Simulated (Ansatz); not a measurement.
# Li3CaO4: the cost of one run

Method: DFT PBE, scalar-relativistic, plane waves, PAW, in Ansatz 0.2.0.

### Step 1. The structure to begin with

The structure is cubic, space group Pm-3m (No. 221). Conventional cell: a = 4.463 Å, b = 4.463 Å, c = 4.463 Å, α = 90.00°, β = 90.00°, γ = 90.00°. Li (site symmetry 4/mmm) has 6 O at 2.23 Å as nearest neighbours. Ca (site symmetry m-3m) has 6 O at 2.23 Å as nearest neighbours. O (site symmetry m-3m) has 6 Li at 2.23 Å as nearest neighbours. Around O (site symmetry 4/mmm) lie 4 Li at 2.23 Å and 2 Ca at 2.23 Å.

Structure file:

```
Li Ca O
1.0
     4.46250    0.00000    0.00000
     0.00000    4.46250    0.00000
     0.00000    0.00000    4.46250
Li Ca O
3 1 4
Cartesian
  2.2313 2.2313 0.0000
  2.2313 0.0000 2.2313
  0.0000 2.2313 2.2313
  0.0000 0.0000 0.0000
  2.2313 2.2313 2.2313
  0.0000 0.0000 2.2313
  0.0000 2.2313 0.0000
  2.2313 0.0000 0.0000
```

The cell is invented: ordered mixture on the cation sites of rock salt (Pm-3m, No. 221). Its size is a rough estimate.

### Step 2. Probe: one point on a coarse mesh

input.yaml reads:

```yaml
crystal:
  lattice:
    - [4.4625, 0.0, 0.0]
    - [0.0, 4.4625, 0.0]
    - [0.0, 0.0, 4.4625]
  atoms:
    - { symbol: Li, position: [0.5, 0.5, 0.0] }
    - { symbol: Li, position: [0.5, 0.0, 0.5] }
    - { symbol: Li, position: [0.0, 0.5, 0.5] }
    - { symbol: Ca, position: [0.0, 0.0, 0.0] }
    - { symbol: O, position: [0.5, 0.5, 0.5] }
    - { symbol: O, position: [0.0, 0.0, 0.5] }
    - { symbol: O, position: [0.0, 0.5, 0.0] }
    - { symbol: O, position: [0.5, 0.0, 0.0] }
basis:
  ecutwfc: 420
kpoints:
  mp_grid: { grid: [4, 4, 4] }
hamiltonian:
  xc: pbe
scf:
  occupations: { method: gaussian, width: 0.1 }
  lower_state_search: "off"
output:
  forces: true
  stress: true
  eigenvalues: true
```

The run is started by

```console
$ ansatz run input.yaml --threads 1 --pin off --max-ram 2048MiB --backend cpu --events-out ev --progress --plain --runs-dir out
```

What time and memory should one allow on 1 thread of Arm Neoverse V1, shared host?

About 1.8 s, with a peak of 0.31 GiB.
